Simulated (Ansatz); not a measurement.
**GeH2SO (SMILES [OH][Ge][SH]) at wB97M-V/def2-SVPD**

What is the electronic atomisation energy of GeH2SO at wB97M-V/def2-SVPD? 

Program for the calculation: Ansatz 0.2.0.

50 further runs of the same task are left out: 50 set aside as unsound or not needed. Runs told in other sessions of the task aren't counted.

### 1 The molecule

GeH2SO has 5 atoms, charge 0, and is taken as a singlet. SMILES: `[OH][Ge][SH]`. The shape is that of a PBE0-D4/def2-TZVP optimisation. This is one conformer, not always the lowest.

Bond lengths: O1–Ge2 1.782 Å, Ge2–S3 2.260 Å, O1–H4 0.961 Å, S3–H5 1.343 Å. Angles: O1–Ge2–S3 97.9°, Ge2–O1–H4 117.4°, Ge2–S3–H5 93.6°.

### 2 A single-point energy at wB97M-V/def2-SVPD

File molecule.yaml:

```yaml
crystal:
  periodic: [false, false, false]
  atoms:
    - symbol: O
      position_ang: [-1.346000, -1.001300, 0.399800]
    - symbol: Ge
      position_ang: [-0.897400, 0.628900, -0.164200]
    - symbol: S
      position_ang: [1.343300, 0.336500, -0.206300]
    - symbol: H
      position_ang: [-0.632500, -1.625200, 0.561400]
    - symbol: H
      position_ang: [1.582700, 1.587400, -0.632100]
basis:
  gaussian:
    orbitals: def2-SVPD
magnetization:
  spin_polarized: false
hamiltonian:
  xc: {name: wB97M-V}
output:
  orbitals: {seedname: orbitals}
accuracy: high
```

Launch:

```
$ ansatz run molecule.yaml --threads 1 --pin off --max-ram 2610MiB --events-out events.jsonl --progress --plain --runs-dir runs
```

Output:

```text
Warning: RAYON_NUM_THREADS=1 ignored (pool sized by the plan → 1); use --threads N
Functional definition: wB97M-V
  name "wB97M-V"
  parameter omega = 0.3/bohr
  parameter cx = 0.15
  parameter cx01 = 1.007
  parameter cx10 = 0.259
  parameter css00 = 0.443
  parameter css04 = -1.437
  parameter css10 = -4.535
  parameter css20 = -3.390
  parameter css43 = 4.278
  parameter cos00 = 1.000
  parameter cos10 = 1.358
  parameter cos20 = 2.924
  parameter cos21 = -8.812
  parameter cos60 = -1.390
  parameter cos61 = 9.142
  parameter b = 6.0
  parameter c = 0.01
  gx(w, u) = 1 - cx + cx01*u + cx10*w
  gss(w, u) = css00 + css04*u^4 + css10*w + css20*w^2 + css43*w^4*u^3
  gos(w, u) = cos00 + cos10*w + (cos20 + cos21*u)*w^2 + (cos60 + cos61*u)*w^6
  exchange = spin_sum(e_x_unif_sr(omega)*gx(b97_w, b97_u_x)) + cx*exact_x_sr(omega) + exact_x_lr(omega)
  correlation = spin_sum(e_c_pw_mod_same_spin*gss(b97_w, b97_u_same))
      + integral(e_c_pw_mod_opposite_spin*gos(b97_w_opposite, b97_u_opposite)) + vv10(b, c)
1966 factors; integrals over basis functions are off by at most 4.4e-9 eV
458 factors; integrals over basis functions are off by at most 2.0e-9 eV
mean field evaluation 1: about -69413.9050 eV, gradient 5.0e1 eV
mean field evaluation 2: about -69409.6315 eV, gradient 7.1e1 eV
mean field evaluation 4: about -69418.6243 eV, gradient 2.1e0 eV
mean field evaluation 8: about -69418.6847 eV, gradient 2.0e-1 eV
mean field evaluation 16: about -69418.6849 eV, gradient 7.5e-5 eV
mean field -69418.68489027 eV, -2551.0896160428 hartree, gradient 6.2e-8 eV, S^2 0.000000; 0 other end points of the search recorded, 0 dependent functions left out
reference -69418.68489497 eV, -2551.0896162154 hartree; 29, 29 occupied and 75, 75 virtual orbitals, 1966 factors
Total energy: -69418.68489497 eV, -2551.0896162154 hartree
```

It took 74 s on 1 thread of Arm Neoverse V2, shared host; peak memory 0.63 GiB.

### 3 The Ge atom at the same level

File run.yaml:

```yaml
crystal:
  periodic: [false, false, false]
  atoms:
    - {symbol: Ge, position_ang: [0.000000, 0.000000, 0.000000]}
basis:
  gaussian:
    orbitals: def2-SVPD
magnetization:
  spin_polarized: true
  initial_magnetization: 2
hamiltonian:
  xc: {name: wB97M-V}
accuracy: high
```

Run the same way, it converges to -2076.54767 Eh (log not shown).

### 4 The H atom

File job.yaml:

```yaml
crystal:
  periodic: [false, false, false]
  atoms:
    - {symbol: H, position_ang: [0.000000, 0.000000, 0.000000]}
basis:
  gaussian: {orbitals: def2-SVPD}
magnetization: {spin_polarized: true, initial_magnetization: 1}
hamiltonian: {xc: {name: wB97M-V}}
accuracy: high
```

Launch:

```
$ ansatz run job.yaml --threads 1 --pin off --max-ram 2610MiB --events-out events.jsonl --progress --plain --runs-dir runs
```

Output, cut to the lines that bear on the results:

```text
Warning: RAYON_NUM_THREADS=1 ignored (pool sized by the plan → 1); use --threads N
[... 2 set-up lines as earlier in the session ...]
[...]
  gx(w, u) = 1 - cx + cx01*u + cx10*w
  gss(w, u) = css00 + css04*u^4 + css10*w + css20*w^2 + css43*w^4*u^3
  gos(w, u) = cos00 + cos10*w + (cos20 + cos21*u)*w^2 + (cos60 + cos61*u)*w^6
[...]
      + integral(e_c_pw_mod_opposite_spin*gos(b97_w_opposite, b97_u_opposite)) + vv10(b, c)
33 factors; integrals over basis functions are off by at most 2.1e-9 eV
32 factors; integrals over basis functions are off by at most 4.4e-10 eV
[...]
mean field -13.38016317 eV, -0.4917119273 hartree, gradient 3.0e-8 eV, S^2 0.750000; 0 other end points of the search recorded, 0 dependent functions left out
reference -13.38016526 eV, -0.4917120041 hartree; 1, 0 occupied and 7, 8 virtual orbitals, 33 factors
Total energy: -13.38016526 eV, -0.4917120041 hartree
```

It took 0.54 s on 1 thread of Arm Neoverse V2, shared host; peak memory 0.1 GiB.

### 5 The O atom

File job.yaml:

```yaml
basis:
  gaussian: {orbitals: def2-SVPD}
crystal:
  periodic: [false, false, false]
  atoms:
    - symbol: O
      position_ang: [0.000000, 0.000000, 0.000000]
magnetization: {spin_polarized: true, initial_magnetization: 2}
hamiltonian: {xc: {name: wB97M-V}}
accuracy: high
```

Run the same way, it converges to -74.98900 Eh (log not shown).

### 6 The S atom, same level

File input.yaml:

```yaml
crystal:
  periodic: [false, false, false]
  atoms:
    - {symbol: S, position_ang: [0.000000, 0.000000, 0.000000]}
basis:
  gaussian: {orbitals: def2-SVPD}
magnetization: {spin_polarized: true, initial_magnetization: 2}
hamiltonian: {xc: {name: wB97M-V}}
accuracy: high
```

Run the same way, it converges to -397.96291 Eh (log not shown).

### 7 Results

Level: wB97M-V/def2-SVPD.

| quantity | value |
| --- | --- |
| molecule: total energy | -2551.08962 Eh |
| molecule: HOMO energy | -9.54 eV |
| molecule: LUMO energy | -0.17 eV |
| molecule: HOMO–LUMO gap | 9.37 eV |
| Ge atom: total energy | -2076.54767 Eh |
| Ge atom: ⟨S²⟩ | 2.003 |
| H atom: total energy | -0.49171 Eh |
| H atom: ⟨S²⟩ | 0.750 |
| O atom: total energy | -74.98900 Eh |
| O atom: ⟨S²⟩ | 2.005 |
| S atom: total energy | -397.96291 Eh |
| S atom: ⟨S²⟩ | 2.002 |
| electronic atomisation energy | 16.507 eV |

What this shows: Taking the molecule apart into free atoms costs 16.51 eV (1593 kJ/mol), before zero-point energy and without spin-orbit coupling.
